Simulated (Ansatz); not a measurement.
## C2H8BClSi, SMILES BC[SiH2]CCl: a geometry optimisation, step by step

Computed with the Python package of Ansatz (0.2.0).

Input file `c2h8bclsi.xyz`:
```text
13

B    -0.56730    1.08570    1.47770
C    -0.86630   -0.34670    0.93140
Si    0.54720   -0.89940   -0.13470
C     0.80080    0.16170   -1.66320
Cl   -0.75300   -0.00350   -2.64950
H    -0.51900    2.04590    0.70460
H    -0.53480    1.34090    2.63130
H    -1.75540   -0.35190    0.32360
H    -0.96360   -1.01700    1.83670
H     1.82520   -0.80010    0.68200
H     0.36320   -2.30150   -0.49490
H     0.89800    1.21980   -1.35670
H     1.54530   -0.16850   -2.27360
```

Typed at the interpreter:
```pycon
>>> import itertools
>>> import warnings
>>> import ansatz
>>> from ase.data import atomic_numbers, covalent_radii
>>> import numpy as np
>>> warnings.simplefilter("ignore", ansatz.DeckWarning)
>>> system = ansatz.Crystal.molecule_from_extxyz("c2h8bclsi.xyz")
>>> setup = system.calculation().basis(gaussian="def2-SVP").functional("b3lyp")
>>> symbols = [site.symbol for site in system.cartesian_sites]
>>> start = np.array([site.position_ang for site in system.cartesian_sites], dtype=float)
>>> r = setup.relax(force_tolerance=0.01, max_steps=100).run(threads=1).report
>>> end = np.array(r["positions_ang"])
>>> for key in ("converged", "free_energy_ev", "reference_energy_ev", "n_frozen", "n_occupied", "n_virtual"):
...     print(f"{key:22s} {r[key]}")
...
converged              True
free_energy_ev         -23273.391822050322
reference_energy_ev    -23273.391822050322
n_frozen               0
n_occupied             [28, 28]
n_virtual              [90, 90]
>>> # pairs closer than 1.2 times the sum of covalent radii, before or after
>>> radius = [covalent_radii[atomic_numbers[s]] for s in symbols]
>>> span = lambda where, i, j: np.linalg.norm(where[i] - where[j])
>>> bonded = [(i, j) for i, j in itertools.combinations(range(len(symbols)), 2) if min(span(start, i, j), span(end, i, j)) < 1.2 * (radius[i] + radius[j])]
>>> print("pair        before    after (A)")
pair        before    after (A)
>>> for i, j in bonded:
...     print(f"{symbols[i]}{i}-{symbols[j]}{j}".ljust(10), f"{span(start, i, j):8.4f} {span(end, i, j):8.4f}")
...
B0-C1        1.5619   1.5431
B0-H5        1.2337   1.2098
B0-H6        1.1819   1.2088
C1-Si2       1.8547   1.9051
C1-H7        1.0770   1.1039
C1-H8        1.1306   1.1026
Si2-C3       1.8779   1.9023
Si2-H9       1.5199   1.4948
Si2-H10      1.4593   1.4903
C3-Cl4       1.8478   1.8151
C3-H11       1.1059   1.0998
C3-H12       1.0178   1.1001
>>> for first, second in list(itertools.combinations(bonded, 2)):
...     shared = set(first) & set(second)
...     if shared and symbols[(j := shared.pop())] != "H":
...         i, k = sorted((set(first) | set(second)) - {j})
...         u, v = end[i] - end[j], end[k] - end[j]
...         angle = np.degrees(np.arccos(np.clip(u @ v / np.linalg.norm(u) / np.linalg.norm(v), -1, 1)))
...         print(f"final angle {symbols[i]}{i}-{symbols[j]}{j}-{symbols[k]}{k}: {angle:.2f} deg")
...
final angle C1-B0-H5: 120.73 deg
final angle C1-B0-H6: 121.07 deg
final angle B0-C1-Si2: 109.04 deg
final angle B0-C1-H7: 113.97 deg
final angle B0-C1-H8: 114.45 deg
final angle H5-B0-H6: 118.10 deg
final angle Si2-C1-H7: 102.53 deg
final angle Si2-C1-H8: 105.50 deg
final angle C1-Si2-C3: 110.82 deg
final angle C1-Si2-H9: 111.91 deg
final angle C1-Si2-H10: 109.10 deg
final angle H7-C1-H8: 110.31 deg
final angle C3-Si2-H9: 107.49 deg
final angle C3-Si2-H10: 108.79 deg
final angle Si2-C3-Cl4: 110.68 deg
final angle Si2-C3-H11: 112.07 deg
final angle Si2-C3-H12: 111.28 deg
final angle H9-Si2-H10: 108.65 deg
final angle Cl4-C3-H11: 107.27 deg
final angle Cl4-C3-H12: 107.29 deg
final angle H11-C3-H12: 108.03 deg
```

Notes:
- Total energies depend on the basis set; only differences at equal settings carry meaning.
- The end point is the stationary point reached from this start; no frequency run checks that it is a minimum, and the basis set is modest.
- b3lyp holds the VWN-RPA fit, as in Gaussian; the form of ORCA and Turbomole is b3lyp5.
- Wall time of the script: 98 s on 1 thread of Arm Neoverse V1, with other jobs on the host, peak memory 0.35 GiB.
